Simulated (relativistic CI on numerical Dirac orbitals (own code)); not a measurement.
# Ir LIII (Ir⁵²⁺): levels and lines

What are the lowest levels and the strongest lines of Ir⁵²⁺? One CI run answers it; runs with one setting changed show what the result hangs on.

Method: Dirac-Coulomb-Breit CI, KLI orbitals optimised for each configuration, model QED (radiative potential, 1s self-energy scaled to tabulated hydrogen-like ionisation energies). Code: relativistic CI on numerical Dirac orbitals (own code) version 2.

## Step 1: The atom as given

| Property | Result |
| --- | --- |
| ion | Ir⁵²⁺ (Ir LIII) |
| nuclear charge | 77 |
| electrons | 25 |
| isotope | A = 193 |
| first configuration typed | [Ar] 3d7 |

Outer shells as boxes (Hund's rule):

first configuration typed
```
[Ar] core
3d [↑↓][↑↓][↑ ][↑ ][↑ ]
```

## Step 2: Base run

Settings, as recorded:

```ini
atom Ir  Z=77  charge=52  electrons=25
nucleus A=193  rms_radius_fm=5.4032
hamiltonian dirac-coulomb  breit=on  qed=on  c_scale=1
orbitals kli  potential=per-configuration
slater_scale 1
correlation none
mixing on
configurations
  [Ar] 3d7
  [Ne] 3s2 3p5 3d8
  [Ne] 3s2 3p4 3d9
  [Ne] 3s 3p6 3d8
  [Ne] 3p6 3d9
  [Ne] 3s 3p5 3d9
  [Ar] 3d6 4s
  [Ar] 3d6 4p
  [Ne] 3s2 3p4 3d8 4s
  [Ar] 3d6 4d
  [Ne] 3s2 3p4 3d8 4p
  [Ne] 3s2 3p5 3d7 4s
  [Ar] 3d6 4f
  [Ne] 3s2 3p4 3d8 4d
  [Ne] 3s 3p5 3d8 4s
  [Ne] 3s2 3p5 3d7 4p
  [Ne] 3s 3p5 3d8 4p
  [Ne] 3s2 3p5 3d7 4d
  [Ar] 3d5 4s2
  [Ne] 3s 3p5 3d8 4d
  [Ne] 3s 3p6 3d7 4s
  [Ne] 3p6 3d8 4s
  [Ne] 3s2 3p5 3d7 4f
  [Ar] 3d5 4s 4p
  [Ne] 3p6 3d8 4p
  [Ar] 3d6 5s
  [Ne] 3s 3p6 3d7 4p
  [Ar] 3d5 4p2
  [Ar] 3d6 5p
  [Ne] 3p6 3d8 4d
  [Ne] 3s2 3p5 3d6 4s2
  [Ar] 3d6 5d
  [Ar] 3d6 5f
  [Ne] 3s 3p6 3d6 4s2
  [Ne] 3s2 3p5 3d7 5s
  [Ar] 3d6 6s
end
```

## Step 3: Without configuration mixing

The settings differ from step 2 so:

```diff
@@ -6,3 +6,3 @@
 correlation none
-mixing on
+mixing off
 configurations
```

## Step 4: Non-relativistic limit (c × 1000)

The settings differ from step 3 so:

```diff
@@ -2,3 +2,3 @@
 nucleus A=193  rms_radius_fm=5.4032
-hamiltonian dirac-coulomb  breit=on  qed=on  c_scale=1
+hamiltonian dirac-coulomb  breit=off  qed=off  c_scale=1000
 orbitals kli  potential=per-configuration
@@ -6,3 +6,3 @@
 correlation none
-mixing off
+mixing on
 configurations
```

(Steps that only read results are left out.)

What does the calculation give? Wanted: lowest level; first excitation; lowest level of the other parity; fastest E1 line; ionisation energy.

The runs gave:

| run | time | mean size of shift, levels followed (cm⁻¹) | lowest level | ionisation energy (eV) |
| --- | --- | --- | --- | --- |
| main run | 12 s | 0 | 3d7 [3d5/2^3] J=9/2 | 4952.2 |
| without configuration mixing | 11 s | 4598 | 3d7 [3d5/2^3] J=9/2 | - |
| non-relativistic limit (c × 1000) | 9.2 s | 624377 | 3d7 4F9/2 | - |

The tabulated theoretical ionisation energy (NIST) is 4952 eV.

```
                                                                         quantity                                                    value
                                                                     lowest level                                      3d7 [3d5/2^3] J=9/2
                                                                 first excitation                         3d7 [3d5/2^3] J=3/2, 109553 cm⁻¹
                                                 lowest level of the other parity                               3p5 3d8 4G°11/2, 442.07 eV
                                                              levels in the model                                                     9866
fastest E1 line (by rate) to the lowest level among the lowest 400 of 9866 levels  0.5322 nm, from 3p5 3d7 4s [3p3/2^3 3d5/2^3 4s] J=11/2°
                                                                ionisation energy                                                4952.2 eV
                                  ionisation energy, tabulated theoretical (NIST)                                                  4952 eV
```

**Reading.** The lowest level is 3d7 [3d5/2^3] J=9/2, 57 % pure in LS and 99 % in jj coupling; over the low levels the means are 59 and 99 %, so jj coupling describes them better. The ionisation energy agrees with the tabulated theoretical value within its uncertainty of 4 eV. Of the changes tried, the run «non-relativistic limit (c × 1000)» moves the low levels most, by 624377 cm⁻¹ on average. Lifetimes count radiative decay inside the model alone.
